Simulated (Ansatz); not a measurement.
# BaFe2S3 (Cmcm) in Ansatz: reference runs

Aim: a first look at BaFe2S3 with PBEsol, on the cell as given.

All numbers are computed with Ansatz 0.2.0; they aren't measurements. Logs are shortened: lines on timing, memory, paths and dates and some standing lists are left out, and cuts for length are marked.

## Step 1: The crystal as given

Symmetry: Cmcm, No. 63, orthorhombic system. Conventional cell: a = 8.784 Å, b = 11.219 Å, c = 5.286 Å, α = 90.00°, β = 90.00°, γ = 90.00°. Around Ba (site symmetry m2m) lie 8 S at 3.29 to 3.46 Å. Fe (site symmetry 2) has 4 S at 2.27 to 2.29 Å as nearest neighbours. S (site symmetry m2m) has 4 Fe at 2.29 Å as nearest neighbours. S (site symmetry m) has 2 Fe at 2.27 Å as nearest neighbours.

## Step 2: Single point, PBEsol, collinear spin, ferromagnetic start

File input.yaml:

```yaml
crystal:
  lattice:
    - [4.39175, -5.6095, 0.0]
    - [4.39175, 5.6095, 0.0]
    - [0.0, 0.0, 5.286]
  atoms:
    - { symbol: Ba, position: [0.6859, 0.3141, 0.75] }
    - { symbol: Ba, position: [0.3141, 0.6859, 0.25] }
    - { symbol: Fe, position: [0.8464, 0.8464, 0.5], spin: 3.0 }
    - { symbol: Fe, position: [0.1536, 0.1536, 0.0], spin: 3.0 }
    - { symbol: Fe, position: [0.1536, 0.1536, 0.5], spin: 3.0 }
    - { symbol: Fe, position: [0.8464, 0.8464, 0.0], spin: 3.0 }
    - { symbol: S, position: [0.1147, 0.8853, 0.75] }
    - { symbol: S, position: [0.8853, 0.1147, 0.25] }
    - { symbol: S, position: [0.4158, 0.1694, 0.25] }
    - { symbol: S, position: [0.5842, 0.8306, 0.75] }
    - { symbol: S, position: [0.1694, 0.4158, 0.75] }
    - { symbol: S, position: [0.8306, 0.5842, 0.25] }
hamiltonian:
  xc: pbesol
  pseudopotentials: { kind: paw }
magnetization:
  spin_polarized: true
kpoints:
  mp_grid: { grid: [4, 4, 5] }
scf:
  occupations: { method: fermi_dirac, width: 0.05 }
output:
  forces: true
  stress: true
  eigenvalues: true
```

Potentials or basis: Ansatz PAW.

Started as:

```bash
$ ansatz run input.yaml --threads 4 --pin off --max-ram 11264MiB --backend cpu --events-out ev --progress --plain --runs-dir out
```

The program printed:

```text
Warning: RAYON_NUM_THREADS=4 ignored (pool sized by the plan → 4); use --threads N
Engine: ansatz 0.2.0, aarch64-unknown-linux-gnu
Pseudopotentials: kind: paw
Pseudopotential: Ba, paw, valence charge 10, recommended cutoff 420 eV (normal), Ba.paw.azcp
Pseudopotential: Fe, paw, valence charge 16, recommended cutoff 420 eV (normal), Fe.paw.azcp
Pseudopotential: S, paw, valence charge 6, recommended cutoff 420 eV (normal), S.paw.azcp
Functional definition: PBEsol
  exchange = pbesol_x
  correlation = pbesol_c
Crystal: 12 atoms, lattice volume = 260.447 Å³
Basis set: ecut = 420 eV, 5069 PW (Γ), exchange–correlation on 96×96×72 points (8 copies of the dense FFT grid, shifted against one another)
Bands: 80, of which v1, the nominal top of the filled ones, is band 60 counted from 1 (59 counted from 0)
Symmetry: 8 space group operations
Space group: Cmcm (ITA 63), of the structure as read, at distance tolerance 6.4e-5 Å
Magnetic group: BNS 63.457 (UNI 555), of the structure as read, at distance tolerance 6.4e-5 Å
k-points: 21 of 80
Non-local potential: Ba, projectors of the file, l = 0: 3, l = 1: 2, l = 2: 2, l = 3: 2
Non-local potential: Fe, projectors of the file, l = 0: 3, l = 1: 2, l = 2: 3, l = 3: 1
Non-local potential: S, projectors of the file, l = 0: 2, l = 1: 2, l = 2: 2
PAW form: soft (Blöchl's): semilocal exchange-correlation on the pseudo side does not see the compensation charge
[... 46 lines left out ...]
  E_kinetic    = 2369.989024
  E_local      = -17894.580732  (includes V_loc(G=0)·N_el)
  E_nonlocal   = 1178.181761
  E_hartree    = 7768.529552
  E_xc         = -1374.115324
  E_vxc        = -1394.913261  (∫ρ·V_xc dr)
  E_paw        = -19129.760725  (= ΣΔE_a)
  E_vpaw       = -1299.510294  (= ΣTr[D̂ρ^β])
  E_aug_tail   = 0.003187  (compensation charges beyond the density's cutoff)
  E_ewald      = -7760.960597
  E_core_change = 1.391369  (= ΣΔE_core)
  E_smearing   = -0.078487  (= −TS)
  E_closure    = 0.000000  (closes the sum)
  Σ components = -34841.400973   (vs F -34841.400973, Δ=0.00e0)
--- Forces (eV/Å), atoms counted from 1 ---
  atom   1  Ba     0.00000000    -0.06842362     0.00000000
  atom   2  Ba     0.00000000     0.06842362     0.00000000
  atom   3  Fe     0.30282330     0.00000000     0.00000000
  atom   4  Fe    -0.30282330     0.00000000     0.00000000
  atom   5  Fe    -0.30282330     0.00000000     0.00000000
  atom   6  Fe     0.30282330     0.00000000     0.00000000
  atom   7  S      0.00000000     0.96088883     0.00000000
  atom   8  S      0.00000000    -0.96088883     0.00000000
  atom   9  S     -0.52458736     0.58050597     0.00000000
  atom  10  S      0.52458736    -0.58050597     0.00000000
  atom  11  S     -0.52458736    -0.58050597     0.00000000
  atom  12  S      0.52458736     0.58050597     0.00000000
  max |Σ_I F_I| component: 1.11e-16 eV/Å
--- Stress (GPa, compression-positive) ---
       -6.399064       0.000000       0.000000
        0.000000      -5.432799       0.000000
        0.000000       0.000000      -7.134884
  P = ⅓ Tr σ = -6.3222 GPa (-63.222 kbar)
--- Band table (eV; the first three rows and the last of 42) ---
  k-point 0 ↑: bands = ["-79.1672", "-79.1617", "-79.1531", "-79.1477", "-45.5764", "-45.5707", "-45.4901", "-45.4854", "-45.4679", "-45.4521", "-45.4095", "-45.3959", "-45.1515", "-45.1439", "-45.0807", "-45.0746", "-18.9599", "-18.9513", "-5.5001", "-4.8456", "-4.6930", "-4.3049", "-4.2717", "-4.2356", "-4.2036", "-4.1416", "-3.8618", "-3.7629", "-3.4726", "-3.0848", "2.7044", "2.7742", "3.0100", "3.6190", "3.9509", "4.2200", "4.2441", "4.5464", "4.5536", "4.8259", "4.8523", "4.8741", "5.1635", "5.2952", "5.3551", "5.5211", "5.6353", "6.0700", "6.2130", "6.2872", "6.4640", "6.7495", "6.7552", "6.8426", "7.1292", "7.1436", "7.2021", "7.2258", "7.5485", "7.7198", "7.9620", "8.3207", "8.4333", "8.4524", "8.5040", "9.2548", "9.4195", "9.8413", "11.0361", "11.7028", "11.7677", "11.7833", "11.9989", "12.5512", "12.5687", "12.6091", "12.6625", "13.8103", "14.1408", "14.1607"]
  k-point 1 ↑: bands = ["-79.1659", "-79.1604", "-79.1544", "-79.1490", "-45.5674", "-45.5618", "-45.4976", "-45.4928", "-45.4664", "-45.4536", "-45.4082", "-45.3972", "-45.1456", "-45.1381", "-45.0883", "-45.0821", "-18.9582", "-18.9512", "-5.4704", "-4.9131", "-4.6151", "-4.5037", "-4.3861", "-4.2246", "-4.1288", "-4.0643", "-3.8342", "-3.6957", "-3.3560", "-3.2138", "2.8246", "2.8379", "2.8623", "3.7967", "3.8654", "3.9834", "4.3294", "4.5834", "4.6322", "4.8949", "4.9479", "4.9491", "5.0894", "5.2190", "5.3971", "5.5455", "5.6535", "5.6590", "6.0819", "6.3307", "6.4756", "6.6992", "6.7646", "6.8684", "7.0505", "7.1302", "7.1690", "7.2988", "7.3886", "7.9746", "8.2693", "8.3144", "8.5310", "8.5658", "8.6417", "9.0861", "9.2888", "9.7412", "11.4560", "11.6671", "11.8388", "12.0285", "12.4236", "12.6225", "12.7094", "12.7926", "13.1746", "13.3003", "13.4319", "13.7713"]
  k-point 2 ↑: bands = ["-79.1623", "-79.1580", "-79.1569", "-79.1526", "-45.5446", "-45.5393", "-45.5179", "-45.5129", "-45.4625", "-45.4576", "-45.4048", "-45.4006", "-45.1293", "-45.1221", "-45.1074", "-45.1007", "-18.9545", "-18.9518", "-5.3753", "-5.1744", "-4.4865", "-4.4254", "-4.4090", "-4.2081", "-4.1785", "-4.1619", "-3.8417", "-3.5261", "-3.4099", "-3.2605", "2.8450", "2.9691", "3.0821", "3.5157", "3.7613", "3.8854", "4.5770", "4.7302", "4.7635", "4.8809", "4.9574", "5.0849", "5.1033", "5.1039", "5.2991", "5.3003", "5.4701", "5.6537", "5.9891", "6.3499", "6.4888", "6.7017", "6.7299", "6.7425", "6.8633", "6.8714", "7.1919", "7.2642", "7.6603", "7.9752", "8.6035", "8.7301", "8.7314", "8.7398", "8.9055", "9.0999", "9.1732", "9.4986", "11.7286", "11.9099", "12.0381", "12.0605", "12.2799", "12.5148", "12.6673", "13.0369", "13.1857", "13.3899", "13.4943", "14.1015"]
  k-point 20 ↓: bands = ["-76.6505", "-76.6457", "-76.6445", "-76.6398", "-43.0058", "-42.9977", "-42.9845", "-42.9769", "-42.9444", "-42.9388", "-42.8797", "-42.8750", "-42.8341", "-42.8280", "-42.8009", "-42.7952", "-18.9399", "-18.9399", "-5.1419", "-5.0507", "-4.7759", "-4.5466", "-4.4893", "-4.2061", "-4.1355", "-4.0729", "-3.4468", "-3.3070", "-3.0927", "-3.0573", "3.4026", "3.5234", "3.7355", "3.9839", "4.1223", "4.3989", "4.7350", "5.0183", "5.0986", "5.1152", "5.2735", "5.3333", "5.5434", "5.6920", "6.0413", "6.1061", "6.2029", "6.3705", "7.5869", "7.9243", "8.4013", "8.4079", "8.4516", "8.6134", "8.7395", "8.8584", "8.9380", "9.1616", "9.7389", "9.8608", "9.8790", "9.9659", "10.0072", "10.0798", "10.2909", "10.4952", "10.5084", "10.6787", "12.1848", "12.2551", "12.5611", "12.7523", "12.9512", "13.1102", "13.2350", "13.4746", "13.7856", "14.0739", "14.5271", "14.6365"]
```

Run time: 26 s. Hardware: 4 threads of Arm Neoverse V2, shared host; peak memory 1.2 GiB.

What came out:

```yaml
Free_energy: -34841.4010 eV
Pressure: -6.3 GPa
Largest_force: 0.961 eV/Å
Band_gap_on_the_k_mesh: none (metal or under the smearing width)
Net_moment: 10.10 μB per cell
Absolute_moment: 10.40 μB per cell
Site_moments: Ba +0.02; Fe +2.15; S -0.02, +0.12 μB
```

Forces on the atoms (eV/Å):
```
Ba   0.000 -0.068  0.000
Ba   0.000  0.068  0.000
Fe   0.303  0.000  0.000
Fe  -0.303  0.000  0.000
Fe  -0.303  0.000  0.000
Fe   0.303  0.000  0.000
S    0.000  0.961  0.000
S    0.000 -0.961  0.000
S   -0.525  0.581  0.000
S    0.525 -0.581  0.000
S   -0.525 -0.581  0.000
S    0.525  0.581  0.000
```

Stress tensor (GPa, compression positive):
```
-6.40  0.00  0.00
 0.00 -5.43  0.00
 0.00  0.00 -7.13
```

Caveat: the magnetic or orbital state may not be the lowest; only a ferromagnetic start was run, and an antiferromagnetic order may lie lower in energy; the PAW data sets come from PBE, with cores solved anew for the run's functional, which leaves a small shift of forces and pressure. With open d or f shells a metallic result of PBEsol can be an artefact of self-interaction; +U or a hybrid may open a gap.
